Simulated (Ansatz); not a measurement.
# C₃H₁₂BN: how energies converge with the basis set

How large a basis does C₃H₁₂BN need? Two functionals are run in growing sets.

Computed with Ansatz 0.2.0, Gaussian basis. Level: one geometry, several basis sets.

Plan: PBE0-D4/def2-SVP; ωB97M-V/def2-SVP; PBE0-D4/def2-QZVPP; ωB97M-V/def2-QZVPP; the functionals' def2-TZVPP values are taken from earlier runs.

## (1) Structure used throughout

All runs share one geometry, relaxed beforehand with PBE0-D4 in a triple-zeta def2 set.

SMILES `C[NH2+][BH-](C)C`, 17 atoms, charge 0, spin multiplicity 1.

Atoms are counted from 1 here; the program's logs count them from 0.

Bond lengths: C1–N2 1.468 Å, C1–H6 1.088 Å, C1–H7 1.089 Å, C1–H8 1.092 Å, N2–B3 1.652 Å, N2–H9 1.018 Å, N2–H10 1.016 Å, B3–C4 1.611 Å, B3–C5 1.613 Å, B3–H11 1.225 Å, C4–H12 1.100 Å, C4–H13 1.096 Å, C4–H14 1.095 Å, C5–H15 1.094 Å, C5–H16 1.098 Å, C5–H17 1.100 Å. Angles: N2–C1–H6 108.8°, N2–C1–H7 108.2°, N2–C1–H8 111.7°, H6–C1–H7 108.5°, H6–C1–H8 109.6°, H7–C1–H8 110.0°, C1–N2–B3 115.9°, C1–N2–H9 110.1°, C1–N2–H10 110.0°, B3–N2–H9 107.7°, B3–N2–H10 106.5°, H9–N2–H10 106.3°, N2–B3–C4 107.7°, N2–B3–C5 105.0°, N2–B3–H11 102.6°, C4–B3–C5 114.1°, C4–B3–H11 113.3°, C5–B3–H11 112.8° and more.

## (2) PBE0-D4 in def2-SVP

File in.yaml:

```yaml
crystal:
  periodic: [false, false, false]
  atoms:
    - {symbol: C, position_ang: [-1.932169, -0.228957, -0.777445]}
    - {symbol: N, position_ang: [-0.624819, -0.784811, -0.408357]}
    - {symbol: B, position_ang: [0.295349, 0.144657, 0.600091]}
    - {symbol: C, position_ang: [0.639642, 1.515755, -0.173482]}
    - {symbol: C, position_ang: [1.585689, -0.760897, 0.943393]}
    - {symbol: H, position_ang: [-1.776720, 0.699205, -1.323165]}
    - {symbol: H, position_ang: [-2.476556, -0.003634, 0.138247]}
    - {symbol: H, position_ang: [-2.507296, -0.923562, -1.392595]}
    - {symbol: H, position_ang: [-0.075711, -0.970488, -1.244711]}
    - {symbol: H, position_ang: [-0.747314, -1.679767, 0.056681]}
    - {symbol: H, position_ang: [-0.443002, 0.304176, 1.563887]}
    - {symbol: H, position_ang: [1.175834, 1.350417, -1.119921]}
    - {symbol: H, position_ang: [-0.224923, 2.151596, -0.395846]}
    - {symbol: H, position_ang: [1.306766, 2.123664, 0.445915]}
    - {symbol: H, position_ang: [2.230016, -0.241259, 1.659094]}
    - {symbol: H, position_ang: [1.342300, -1.728137, 1.403509]}
    - {symbol: H, position_ang: [2.213713, -0.968558, 0.064807]}
basis:
  gaussian: {orbitals: def2-SVP}
hamiltonian: {xc: pbe0, dispersion: d4}
output: {orbitals: {seedname: orbitals}}
```

On the command line:

```
$ ansatz run in.yaml --threads 4 --pin off --events-out ev --progress --plain --max-ram 11315MiB
```

Further steps of the session: ωB97M-V in def2-SVP; PBE0-D4 in def2-QZVPP; ωB97M-V in def2-QZVPP.

Q: Predict the results of all the runs planned. Wanted: PBE0-D4: double and triple zeta above quadruple; ωB97M-V: double and triple zeta above quadruple.

As calculated:

```
                                       quantity          value
PBE0-D4: double and triple zeta above quadruple  6.37, 0.33 eV
ωB97M-V: double and triple zeta above quadruple  6.77, 0.32 eV
```

PBE0-D4 gains 6.04 eV from double to triple zeta, then 0.33 eV more. These are total energies; as a rule much of such shifts cancels in differences, which this series doesn't test. The LUMO of ωB97M-V is positive and keeps falling with the basis (2.57 to 1.08 eV): an unbound level that the basis holds in place.
